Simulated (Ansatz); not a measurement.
# C4H8OSi: the cost of one run

Program: Ansatz 0.2.0. Level of theory: RHF/def2-SVP. These are calculated values, not measurements.

### 1 The system as given

Bond lengths: C1–C2 1.373 Å, C2–C3 1.258 Å, C3–C4 1.527 Å, C4–Si5 1.848 Å, C2–O6 1.375 Å, C3–O6 1.376 Å, C1–H7 1.097 Å, C1–H8 1.079 Å, C1–H9 1.162 Å, C4–H10 1.135 Å, C4–H11 1.050 Å, Si5–H12 1.488 Å, Si5–H13 1.426 Å, Si5–H14 1.475 Å. Angles (14 of 25 angles, heavy atoms first): C1–C2–C3 164.7°, C1–C2–O6 132.4°, C3–C2–O6 62.8°, C2–C3–C4 166.7°, C2–C3–O6 62.7°, C4–C3–O6 130.0°, C3–C4–Si5 113.4°, C2–O6–C3 54.4°, C2–C1–H7 114.1°, C2–C1–H8 113.6°, C2–C1–H9 111.5°, C3–C4–H10 103.4°, C3–C4–H11 108.5°, Si5–C4–H10 109.8°.

Structure file:

```xyz
14

C    -2.0878    1.4604   -0.3338
C    -1.1511    0.7580    0.3831
C    -0.1811    0.0380    0.7345
C     1.1039   -0.7817    0.8293
Si    1.8151   -1.2256   -0.8179
O    -0.9749    0.5565    1.7317
H    -1.9192    1.4543   -1.4176
H    -3.1002    1.1261   -0.1667
H    -2.1223    2.5762   -0.0106
H     0.7768   -1.7233    1.3729
H     1.7673   -0.2880    1.4767
H     2.2611    0.0179   -1.5026
H     2.9624   -2.0444   -0.6020
H     0.8370   -1.9536   -1.6481
```

### 2 Relaxing end A

input.yaml

```yaml
crystal:
  periodic: [false, false, false]
  atoms:
    - { symbol: C, position_ang: [-2.0878, 1.4604, -0.3338] }
    - { symbol: C, position_ang: [-1.1511, 0.758, 0.3831] }
    - { symbol: C, position_ang: [-0.1811, 0.038, 0.7345] }
    - { symbol: C, position_ang: [1.1039, -0.7817, 0.8293] }
    - { symbol: Si, position_ang: [1.8151, -1.2256, -0.8179] }
    - { symbol: O, position_ang: [-0.9749, 0.5565, 1.7317] }
    - { symbol: H, position_ang: [-1.9192, 1.4543, -1.4176] }
    - { symbol: H, position_ang: [-3.1002, 1.1261, -0.1667] }
    - { symbol: H, position_ang: [-2.1223, 2.5762, -0.0106] }
    - { symbol: H, position_ang: [0.7768, -1.7233, 1.3729] }
    - { symbol: H, position_ang: [1.7673, -0.288, 1.4767] }
    - { symbol: H, position_ang: [2.2611, 0.0179, -1.5026] }
    - { symbol: H, position_ang: [2.9624, -2.0444, -0.602] }
    - { symbol: H, position_ang: [0.837, -1.9536, -1.6481] }
basis:
  gaussian: { orbitals: def2-SVP }
hamiltonian:
  xc: hf
relax:
  f_tol: 0.015
  max_steps: 40
output:
  orbitals: {}
```

Started as:

```sh
> ansatz run input.yaml --threads 2 --pin off --max-ram 3072MiB --backend cpu --events-out ev --progress --plain --runs-dir out
```

**Question.** How long does this run take on 2 threads of Intel Xeon Platinum 8375C at 2.90GHz (Ice Lake), shared host, and how much memory does it need?

About 24 s, with a peak of 0.31 GiB.
